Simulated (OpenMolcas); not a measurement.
**Mo³⁺ among point charges: CASSCF and CASPT2 levels and susceptibility**

Aim: the splitting of the states of Mo³⁺ in the field of 4 point charges, its lowest levels with spin-orbit coupling and its magnetic susceptibility.

Program: OpenMolcas 26.06. Level of theory: state-averaged CASSCF and CASPT2, spin-orbit coupling by RASSI with atomic mean-field integrals. These are calculated values, not measurements, unless marked.

**1. What is computed**

* Species: Mo³⁺ (molybdenum, Z = 42, 39 electrons)
* Basis: ANO-RCC-VDZP [6s5p3d1f], 43 functions
* Scalar Hamiltonian: DKH2, point nucleus
* Inactive shells: 1s 2s 2p 3s 3p 3d 4s 4p
* Active space: 3 electrons in 5 orbitals (4d)
* Some configurations of this space: 4d3
* Orbitals: optimised for each spin and parity, averaged over all roots

Outer shells as boxes (Hund's rule):

4d3
```
4d [↑ ][↑ ][↑ ][  ][  ]
```

The ion sits among 4 point charges of -1.5 e arranged as a tetrahedron (Td), 2.19 Å from the ion.

The work runs as a chain of OpenMolcas steps in one folder; each step below is one input file. Labels, J, g values, rates, χT and fits are worked out afterwards by a script from the matrices that RASSI stores.

**2. One- and two-electron integrals**

a.inp reads:

```
&GATEWAY
Coord
1

Mo 0.0 0.0 0.0
Basis=ANO-RCC-VDZP
Group=NoSym
NoMove
AngMom=0.0 0.0 0.0
AMFI
XField
4 Angstrom 0
1.264397 1.264397 1.264397 -1.500000
1.264397 -1.264397 -1.264397 -1.500000
-1.264397 1.264397 -1.264397 -1.500000
-1.264397 -1.264397 1.264397 -1.500000
&SEWARD
```

Started as:

```
> OMP_NUM_THREADS=1 MOLCAS_MEM=1689 MOLCAS_PROJECT=a pymolcas a.inp > a.log
```

The program printed:

```text
Basis set label: MO.ANO-RCC...6S5P3D1F.

      Electronic valence basis set:
      ------------------
      Associated Effective Charge  42.000000 au
      Associated Actual Charge     42.000000 au
      Nuclear Model: Point charge

      Shell  nPrim  nBasis  Cartesian Spherical Contaminant
         s      21       6        X
         p      18       5        X
         d      13       3                 X
         f       6       1                 X
                  Relativistic Douglas-Kroll-Hess integrals:
                    - DKH order of Hamiltonian: 2
                    - DKH order of Properties : 0
                  Atomic mean-field integrals
```

**3. CASSCF: quartets, 10 roots**

a.inp reads:

```
&RASSCF
FileOrb=start.orb
Symmetry=1
Spin=4
nActEl=3 0 0
Inactive=18
Ras2=5
CIRoot=10 10 1
SDav=10
CIMx=300
Iter=120 100
PrWF=0.3
OrbListing=Nothing
MaxOrb=0
>>> COPY $Project.JobIph JOB001
```

start.orb holds the contracted functions of the basis, ordered by shell, or the orbitals of the step before.

The program printed, cut to the lines that bear on the results:

```text
[...]
      Number of active orbitals                  5
[...]
      Spin quantum number                      1.5
[...]
      Active orbitals                            5
[...]
      Number of CSFs                            10
      Number of root(s) required                10
[...]
      Convergence after  8 iterations
[...]
      Natural orbitals and occupation numbers for root  1
      sym 1:   0.987007   0.012993   1.000000   0.987007   0.012993
      Natural orbitals and occupation numbers for root  2
      sym 1:   0.026078   0.973922   0.973922   0.026078   1.000000
      Natural orbitals and occupation numbers for root  3
      sym 1:   1.000000   0.042408   0.957592   0.042408   0.957592
::    RASSCF root number  1 Total energy:  -4048.30584420
::    RASSCF root number  2 Total energy:  -4048.30584420
::    RASSCF root number  3 Total energy:  -4048.30584420
[...]
::    RASSCF root number  7 Total energy:  -4048.28359579
::    RASSCF root number  8 Total energy:  -4048.24342438
::    RASSCF root number  9 Total energy:  -4048.24342438
::    RASSCF root number 10 Total energy:  -4048.24342438
```

**4. CASSCF: doublets, 40 roots**

a.inp reads:

```
&RASSCF
FileOrb=start.orb
Symmetry=1
Spin=2
nActEl=3 0 0
Inactive=18
Ras2=5
CIRoot=40 40 1
SDav=40
CIMx=300
Iter=120 100
PrWF=0.3
OrbListing=Nothing
MaxOrb=0
>>> COPY $Project.JobIph JOB002
```

The program printed, cut to the lines that bear on the results:

```text
[...]
      Number of active orbitals                  5
[...]
      Spin quantum number                      0.5
[...]
      Active orbitals                            5
[...]
      Number of CSFs                            40
      Number of root(s) required                40
[...]
      Convergence after  7 iterations
[...]
      Natural orbitals and occupation numbers for root  1
      sym 1:   0.088321   1.691345   0.134385   0.940694   0.145255
      Natural orbitals and occupation numbers for root  2
      sym 1:   0.100052   0.156986   1.691345   0.940694   0.110922
      Natural orbitals and occupation numbers for root  3
      sym 1:   0.384043   0.974583   0.555860   0.717060   0.368453
::    RASSCF root number  1 Total energy:  -4048.25099420
::    RASSCF root number  2 Total energy:  -4048.25099420
::    RASSCF root number  3 Total energy:  -4048.24399526
[...]
::    RASSCF root number 27 Total energy:  -4048.20985148
::    RASSCF root number 28 Total energy:  -4048.20985148
::    RASSCF root number 29 Total energy:  -4048.16854704
::    RASSCF root number 30 Total energy:  -4048.16854704
```

**5. State interaction with spin-orbit coupling**

a.inp reads:

```
&RASSI
NrOfJobIphs=2 10 40
1 2 3 4 5 6 7 8 9 10
1 2 3 4 5 6 7 8 9 10 11 12 13 14 15 16 17 18 19 20 21 22 23 24 25 26 27
28 29 30 31 32 33 34 35 36 37 38 39 40
IphNames
JOB001
JOB002
EJob
SpinOrbit
DIPRint=1.0
SOCoupling=1000.0
Subsets=2
Property=9
'ANGMOM' 1 'ANGMOM' 2 'ANGMOM' 3 'MLTPL  1' 1 'MLTPL  1' 2 'MLTPL  1' 3
'AMFI' 1 'AMFI' 2 'AMFI' 3
SOProperty=3
'ANGMOM' 1 'ANGMOM' 2 'ANGMOM' 3
```

Started as:

```
> OMP_NUM_THREADS=1 MOLCAS_MEM=1689 MOLCAS_PROJECT=a pymolcas a.inp > a.log
```

The program printed, cut to the lines that bear on the results:

```text
SPIN-FREE ENERGIES:
  (Shifted by EMIN (a.u.) =      -4048.3058442023)
 SF State       Relative EMIN(au)   Rel lowest level(eV)    D:o, cm**(-1)      L_eff
     1             0.0000000000        0.0000000000              0.0000         3.0
     2             0.0000000000        0.0000000000              0.0000         3.0
     3             0.0000000000        0.0000000000              0.0000         3.0
     4             0.0101775065        0.2769440608           2233.7045         3.0
     5             0.0101775065        0.2769440608           2233.7045         3.0
     6             0.0101775065        0.2769440608           2233.7045         3.0
     7             0.0222484170        0.6054102691           4882.9631         3.0
    11             0.0548499983        1.4925444882          12038.1831         4.0
    12             0.0548499983        1.4925444882          12038.1831         4.0
    13             0.0618489467        1.6829955777          13574.2748         3.9
[...]
Eigenvalues of complex Hamiltonian:
   -----------------------------------
  (Shifted by EMIN (a.u.) =      -4048.3058442023)
 SO State       Relative EMIN(au)   Rel lowest level(eV)    D:o, cm**(-1)     J-value
     1            -0.0051576723        0.0000000000              0.0000         1.5
     2            -0.0051576723        0.0000000000              0.0000         1.7
     3            -0.0051576723        0.0000000000              0.0000         1.8
     4            -0.0051576723        0.0000000000              0.0000         1.5
     5            -0.0033822090        0.0483128176            389.6692         2.1
     6            -0.0033822090        0.0483128176            389.6692         2.1
     7             0.0001956603        0.1456715993           1174.9207         2.5
     8             0.0001956603        0.1456715993           1174.9207         2.6
     9             0.0001956603        0.1456715993           1174.9207         2.7
    10             0.0001956603        0.1456715993           1174.9207         2.6
    11             0.0036094798        0.2385663607           1924.1675         3.3
[...]
```

Time for these steps: 8.7 s (1 thread, shared host).

States without spin-orbit coupling:

```csv
state,degeneracy,E (cm-1),free-ion L (%)
4T1,3,0,F (99)
4T2,3,2234,F (100)
4A2,1,4883,F (100)
2E,2,12038,G (67)
2T2,3,13574,G (93)
4T1,3,13700,P (99)
2T1,3,13719,G (80)
2A1,1,14926,G (100)
2T1,3,17199,P (66)
2T2,3,18177,H (77)
2T1,3,18335,H (85)
2E,2,19185,H (79)
2T1,3,20417,H (63)
2E,2,20826,D (80)
2T2,3,21068,D (78)
2T2,3,30133,F (99)
2T1,3,30136,F (98)
2A2,1,30545,F (100)
2T2,3,46810,D (98)
2E,2,47089,D (100)
```

With spin-orbit coupling:

```json
{"E (cm-1)": "0.0", "Degeneracy": "4", "Label": "Γ8", "2S+1": "4", "g": ""}
{"E (cm-1)": "389.7", "Degeneracy": "2", "Label": "Γ7", "2S+1": "4", "g": "1.67 1.67 1.67"}
{"E (cm-1)": "1175", "Degeneracy": "4", "Label": "Γ8", "2S+1": "4", "g": ""}
{"E (cm-1)": "1924", "Degeneracy": "2", "Label": "Γ6", "2S+1": "4", "g": "2.76 2.76 2.76"}
{"E (cm-1)": "3010", "Degeneracy": "4", "Label": "Γ8", "2S+1": "4", "g": ""}
{"E (cm-1)": "3051", "Degeneracy": "2", "Label": "Γ7", "2S+1": "4", "g": "3.65 3.65 3.65"}
{"E (cm-1)": "3620", "Degeneracy": "2", "Label": "Γ6", "2S+1": "4", "g": "0.78 0.78 0.78"}
{"E (cm-1)": "3867", "Degeneracy": "4", "Label": "Γ8", "2S+1": "4", "g": ""}
{"E (cm-1)": "6251", "Degeneracy": "4", "Label": "Γ8", "2S+1": "4", "g": ""}
{"E (cm-1)": "12834", "Degeneracy": "4", "Label": "Γ8", "2S+1": "2", "g": ""}
{"E (cm-1)": "13927", "Degeneracy": "2", "Label": "Γ6", "2S+1": "4", "g": "2.60 2.60 2.60"}
{"E (cm-1)": "14042", "Degeneracy": "4", "Label": "Γ8", "2S+1": "4", "g": ""}
{"E (cm-1)": "14123", "Degeneracy": "2", "Label": "Γ7", "2S+1": "2", "g": "2.36 2.36 2.36"}
{"E (cm-1)": "14332", "Degeneracy": "2", "Label": "Γ6", "2S+1": "2", "g": "0.45 0.45 0.45"}
{"E (cm-1)": "14586", "Degeneracy": "4", "Label": "Γ8", "2S+1": "2", "g": ""}
{"E (cm-1)": "15139", "Degeneracy": "4", "Label": "Γ8", "2S+1": "4", "g": ""}
{"E (cm-1)": "15151", "Degeneracy": "2", "Label": "Γ7", "2S+1": "4", "g": "2.60 2.60 2.60"}
{"E (cm-1)": "15490", "Degeneracy": "4", "Label": "Γ8", "2S+1": "2", "g": ""}
{"E (cm-1)": "15838", "Degeneracy": "2", "Label": "Γ6", "2S+1": "2", "g": "2.09 2.09 2.09"}
{"E (cm-1)": "18239", "Degeneracy": "2", "Label": "Γ6", "2S+1": "2", "g": "1.25 1.25 1.25"}
{"E (cm-1)": "18413", "Degeneracy": "4", "Label": "Γ8", "2S+1": "2", "g": ""}
{"E (cm-1)": "19166", "Degeneracy": "4", "Label": "Γ8", "2S+1": "2", "g": ""}
{"E (cm-1)": "19586", "Degeneracy": "4", "Label": "Γ8", "2S+1": "2", "g": ""}
{"E (cm-1)": "19718", "Degeneracy": "2", "Label": "Γ6", "2S+1": "2", "g": "3.25 3.25 3.25"}
```

Principal g values are given for doublets only; a zero marks a field direction without first-order Zeeman splitting.

Powder χT (cm³ K/mol): 0.13 at 2 K, 0.14 at 5 K, 0.14 at 10 K, 0.15 at 20 K, 0.18 at 50 K, 0.22 at 100 K, 0.27 at 150 K, 0.32 at 200 K, 0.37 at 250 K, 0.43 at 300 K.

A ligand-field fit to the states below 45000 cm-1 gives 10Dq = -2715 cm-1, B = 786 cm-1 and C = 3198 cm-1 (C/B = 4.07), with a deviation of 62 cm-1.

Orbitals of the lowest block (energies include the constant potential of the surroundings):

```csv
shell,space,energy (hartree),mean occupation,⟨r²⟩ (bohr²)
1s,inactive,-738.4593,2.000,0.00163
2s,inactive,-106.8942,2.000,0.0277
2p,inactive,-95.3490,6.000,0.0219
3s,inactive,-19.2060,2.000,0.208
3p,inactive,-15.3087,6.000,0.213
3d,inactive,-8.9483,10.000,0.206
4s,inactive,-2.6643,2.000,1.39
4p,inactive,-1.4955,6.000,1.69
4d,RAS2,,3.000,3.22
```

**6. CASPT2: IPEA 0.25, imaginary shift 0.1 (closed shells correlated: 4s 4p)**

a.inp reads:

```
>>> COPY JOB001 $Project.JobIph
&CASPT2
Multistate=10 1 2 3 4 5 6 7 8 9 10
NoMult
Frozen=14
IPEA=0.25
Imaginary=0.1
MaxIter=60
WThr=0.0 0.3 0.05
PrWF=0.5
NoMix
>>> COPY JOB002 $Project.JobIph
&CASPT2
Multistate=40 1 2 3 4 5 6 7 8 9 10 11 12 13 14 15 16 17 18 19 20 21 22
23 24 25 26 27 28 29 30 31 32 33 34 35 36 37 38 39 40
NoMult
Frozen=14
IPEA=0.25
Imaginary=0.1
MaxIter=60
WThr=0.0 0.3 0.05
PrWF=0.5
NoMix
```

Started as:

```
> OMP_NUM_THREADS=1 MOLCAS_MEM=1689 MOLCAS_PROJECT=a pymolcas a.inp > a.log
```

The program printed:

```text
Orbital specifications:
      -----------------------

      Symmetry species                           1
                                                 a
      Frozen orbitals                           14
      Inactive orbitals                          4
      Active orbitals                            5
      Secondary orbitals                        20
      Deleted orbitals                           0
      Number of basis functions                 43
Type of calculation                        SS-CASPT2
      Fock operator                              state-specific
      IPEA shift                                 0.25
      Real shift                                 0.00
      Imaginary shift                            0.10
      The input orbitals will be transformed to quasi-canonical
Reference energy:       -4048.3058442023
      E2 (Non-variational):      -0.2072424379
      Shift correction:          -0.0001215197
      E2 (Variational):          -0.2073639576
      Total energy:           -4048.5132081599
      Residual norm:              0.0000002750
      Reference weight:           0.95423
      Contributions to the CASPT2 correlation energy
      Active & Virtual Only:         -0.0147710678
      One Inactive Excited:          -0.0921340220
      Two Inactive Excited:          -0.1003373481
Reference energy:       -4048.3058442023
      E2 (Non-variational):      -0.2074920382
      Shift correction:          -0.0001225653
      E2 (Variational):          -0.2076146035
      Total energy:           -4048.5134588058
      Residual norm:              0.0000003231
      Reference weight:           0.95408
      Contributions to the CASPT2 correlation energy
      Active & Virtual Only:         -0.0149141616
      One Inactive Excited:          -0.0922040278
      Two Inactive Excited:          -0.1003738488
::    CASPT2 Root  1     Total energy:  -4048.51320816
::    CASPT2 Root  2     Total energy:  -4048.51345881
::    CASPT2 Root  3     Total energy:  -4048.51358993
::    CASPT2 Root  4     Total energy:  -4048.50311628
::    CASPT2 Root  5     Total energy:  -4048.50447365
::    CASPT2 Root  6     Total energy:  -4048.50448520
::    CASPT2 Root  7     Total energy:  -4048.49026983
::    CASPT2 Root  8     Total energy:  -4048.46185837
::    CASPT2 Root  9     Total energy:  -4048.46175953
::    CASPT2 Root 10     Total energy:  -4048.46168556
Orbital specifications:
      -----------------------

      Symmetry species                           1
                                                 a
      Frozen orbitals                           14
      Inactive orbitals                          4
      Active orbitals                            5
      Secondary orbitals                        20
      Deleted orbitals                           0
      Number of basis functions                 43
Type of calculation                        SS-CASPT2
      Fock operator                              state-specific
      IPEA shift                                 0.25
      Real shift                                 0.00
      Imaginary shift                            0.10
      The input orbitals will be transformed to quasi-canonical
Reference energy:       -4048.2509942040
      E2 (Non-variational):      -0.2125287271
      Shift correction:          -0.0001494162
      E2 (Variational):          -0.2126781433
      Total energy:           -4048.4636723473
      Residual norm:              0.0000001203
      Reference weight:           0.95217
      Contributions to the CASPT2 correlation energy
      Active & Virtual Only:         -0.0174939247
      One Inactive Excited:          -0.0934336476
      Two Inactive Excited:          -0.1016011548
Reference energy:       -4048.2509942040
      E2 (Non-variational):      -0.2124192234
      Shift correction:          -0.0001338166
      E2 (Variational):          -0.2125530400
      Total energy:           -4048.4635472441
      Residual norm:              0.0000001208
      Reference weight:           0.95256
      Contributions to the CASPT2 correlation energy
      Active & Virtual Only:         -0.0173863431
      One Inactive Excited:          -0.0934323693
      Two Inactive Excited:          -0.1016005110
::    CASPT2 Root  1     Total energy:  -4048.46367235
::    CASPT2 Root  2     Total energy:  -4048.46354724
::    CASPT2 Root  3     Total energy:  -4048.46080059
::    CASPT2 Root  4     Total energy:  -4048.46067715
::    CASPT2 Root  5     Total energy:  -4048.46055863
::    CASPT2 Root  6     Total energy:  -4048.45903857
::    CASPT2 Root  7     Total energy:  -4048.45884462
::    CASPT2 Root  8     Total energy:  -4048.45900402
::    CASPT2 Root  9     Total energy:  -4048.45479166
::    CASPT2 Root 10     Total energy:  -4048.44843546
::    CASPT2 Root 11     Total energy:  -4048.44817678
::    CASPT2 Root 12     Total energy:  -4048.44842043
::    CASPT2 Root 13     Total energy:  -4048.43998224
::    CASPT2 Root 14     Total energy:  -4048.43998195
::    CASPT2 Root 15     Total energy:  -4048.44000311
::    CASPT2 Root 16     Total energy:  -4048.43783829
::    CASPT2 Root 17     Total energy:  -4048.43803866
::    CASPT2 Root 18     Total energy:  -4048.43785990
::    CASPT2 Root 19     Total energy:  -4048.43389236
::    CASPT2 Root 20     Total energy:  -4048.43405532
::    CASPT2 Root 21     Total energy:  -4048.42878654
::    CASPT2 Root 22     Total energy:  -4048.42878462
::    CASPT2 Root 23     Total energy:  -4048.42891603
::    CASPT2 Root 24     Total energy:  -4048.43283518
::    CASPT2 Root 25     Total energy:  -4048.43298900
::    CASPT2 Root 26     Total energy:  -4048.43164185
::    CASPT2 Root 27     Total energy:  -4048.43168282
::    CASPT2 Root 28     Total energy:  -4048.43163455
::    CASPT2 Root 29     Total energy:  -4048.39566192
::    CASPT2 Root 30     Total energy:  -4048.39558302
```

This run: 3.9 s of run time, 1 thread, shared host.

SS-CASPT2: lowest energy less the reference's lowest, -0.2076 hartree; reference weights 0.942 to 0.955.

Spin-free states, with their symmetry labels:

```csv
state,degeneracy,E (cm-1),free-ion L (%)
4T1,3,0,F (99)
4T2,3,2062,F (100)
4A2,1,5081,F (100)
2E,2,10932,G (67)
4T1,3,11336,P (99)
2T2,3,11575,G (93)
2T1,3,11952,G (80)
2A1,1,12867,G (100)
2T1,3,14282,P (66)
2T2,3,16116,H (77)
2T1,3,16572,H (85)
2E,2,17436,H (79)
2E,2,17669,D (80)
2T2,3,17946,D (78)
2T1,3,18565,H (63)
2T2,3,25848,F (99)
2T1,3,25904,F (98)
2A2,1,26266,F (100)
2T2,3,40117,D (98)
2E,2,40452,D (100)
```

With spin-orbit coupling:

```
E (cm-1)  Degeneracy  Label  2S+1               g
       0           4     Γ8     4                
     410           2     Γ7     4  1.70 1.70 1.70
    1180           4     Γ8     4                
    1940           2     Γ6     4  2.58 2.58 2.58
    2910           4     Γ8     4                
    2910           2     Γ7     4  3.68 3.68 3.68
    3490           2     Γ6     4  0.61 0.61 0.61
    3740           4     Γ8     4                
    6410           4     Γ8     4                
   11390           4     Γ8     2                
   11580           2     Γ6     4  2.58 2.58 2.58
   11880           4     Γ8     2                
   12160           2     Γ7     2  2.31 2.31 2.31
   12590           2     Γ6     2  0.44 0.44 0.44
   12780           4     Γ8     4                
   12820           2     Γ7     4  2.54 2.54 2.54
   12910           4     Γ8     2                
   13690           4     Γ8     2                
   13750           2     Γ6     2  1.99 1.99 1.99
   15490           2     Γ6     2  1.41 1.41 1.41
   15750           4     Γ8     2                
   17270           4     Γ8     2                
   17560           4     Γ8     2                
   17700           2     Γ7     2  3.45 3.45 3.45
```

Powder χT (cm³ K/mol): 0.13 at 2 K, 0.13 at 5 K, 0.14 at 10 K, 0.15 at 20 K, 0.17 at 50 K, 0.21 at 100 K, 0.26 at 150 K, 0.31 at 200 K, 0.36 at 250 K, 0.41 at 300 K.

A ligand-field fit to the states below 45000 cm-1 gives 10Dq = -2543 cm-1, B = 649 cm-1 and C = 2837 cm-1 (C/B = 4.37), with a deviation of 333 cm-1.

**7. The methods side by side**

A. CASSCF
B. SS-CASPT2, IPEA 0.25, imaginary shift 0.1 (closed shells correlated: 4s 4p)

```csv
method,ground state,first state of that spin (cm-1),first gap with spin-orbit (cm-1),χT at 300 K
A,4T1,4T2 2234,389.7,0.43
B,4T1,4T2 2062,414.7,0.41
```

**8. Results**

| quantity | value |
| --- | --- |
| method | SS-CASPT2, IPEA 0.25, imaginary shift 0.1 (closed shells correlated: 4s 4p) |
| spin-free ground state | 4T1, 3-fold in its orbital part |
| first state of the same spin within the active space | 4T2 at 2060 cm⁻¹ |
| lowest level | 4-fold Γ8 |
| next level | 414.7 cm⁻¹ |
| χT at 300 K | 0.41 cm³ K/mol |
| effective moment at 300 K | 1.82 μB |

Cost by method:

```csv
method,time of its own steps,time with the reference
A. CASSCF,8.7 s,8.7 s
"B. SS-CASPT2, IPEA 0.25, imaginary shift 0.1, +4s 4p",3.9 s,13 s
```

Times are of one thread on a shared host.

The spin-free ground state (4T1) comes to 99 % from free-ion F terms and keeps the highest spin of the shell. χT at 300 K is 0.41, against 1.88 cm³ K/mol for the spin alone, so spin-orbit coupling lowers it. A ligand-field fit to the states below 45000 cm-1 gives 10Dq = -2543 cm-1, B = 649 cm-1 and C = 2837 cm-1 (C/B = 4.37), with a deviation of 333 cm-1. CASPT2 does not keep the components of a term degenerate, and the means are used. The field of point charges can differ much from that of real complexes. This is an electrostatic model: the charges have no orbitals.
